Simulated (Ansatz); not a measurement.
# HfHCl₂ (doublet): the correlation ladder, def2-SVP

The task here is to estimate one member of a computed series from the others.

The runs use Ansatz 0.2.0, Gaussian basis; def2-SVP, core rule «outside noble gas», up to 14 orbitals frozen.

To be run: UHF; CCSD(T) on ROHF; CCSD(T) on UHF; CISD; CCSDT(Q) on ROHF; CCSDT(Q) on UHF.

1 further run of the same task is left out (set aside as unsound or not needed).

## The system

The geometry is a PBE0/def2-TZVP stationary point (not a proven minimum). No spin-orbit coupling is included. Elements past krypton take def2 core potentials.

4 atoms, charge 0, spin multiplicity 2.

Atoms are counted from 1 here; the program's logs count them from 0.

Bond lengths: Hf1–Cl2 2.331 Å, Hf1–Cl3 2.331 Å, Hf1–H4 1.850 Å. Angles: Cl2–Hf1–Cl3 127.5°, Cl2–Hf1–H4 116.2°, Cl3–Hf1–H4 116.2°.

Set-up of the first run:

Input file in.yaml:

```yaml
crystal:
  periodic: [false, false, false]
  atoms:
    - {symbol: Hf, position_ang: [0.000000, -0.284224, 0.000000]}
    - {symbol: Cl, position_ang: [0.000000, 0.745812, -2.090926]}
    - {symbol: Cl, position_ang: [0.000000, 0.745812, 2.090926]}
    - {symbol: H, position_ang: [0.000000, -2.134441, 0.000000]}
basis:
  gaussian: {orbitals: def2-SVP}
magnetization: {spin_polarized: true, initial_magnetization: 1}
hamiltonian: {xc: hf}
output: {orbitals: {seedname: orbitals}}
```

Run with:

```console
$ ansatz run in.yaml --threads 1 --pin off --events-out ev --progress --plain --max-ram 4096MiB --backend cpu
```

Steps of the session up to this table: UHF; CCSD(T) on ROHF; CCSD(T) on UHF; CISD; CCSDT(Q) on ROHF; CCSDT(Q) on UHF.

One table of the session follows, with a row left open; its other results are not shown here.

```
   method  from RCCSDT(Q) (kJ/mol)
     ROHF                   +996.7
      UHF                   +992.0
     RMP2                   +111.3
     UMP2                   +107.8
    RCCSD                    +28.1
    UCCSD                        ?
 RCCSD(T)                     +3.6
 UCCSD(T)                     +0.4
   RCCSDT                     +1.2
   UCCSDT                     -2.0
RCCSDT(Q)                        0
UCCSDT(Q)                     -3.7
```

**Question.** Estimate the row for UCCSD.

As computed: from RCCSDT(Q) (kJ/mol): +24.9. In the column «from RCCSDT(Q) (kJ/mol)» it lies between RCCSD(T) (+3.6) and RCCSD (+28.1).

Not comparable, so not listed: CISD (they don't share determinant, frozen orbitals or solution with the rows shown, or repeat one).

To keep in mind: Restricted and unrestricted rows rest on different reference determinants; where their highest levels disagree by more than a few hundredths of an eV, they describe different states and don't form one ladder.
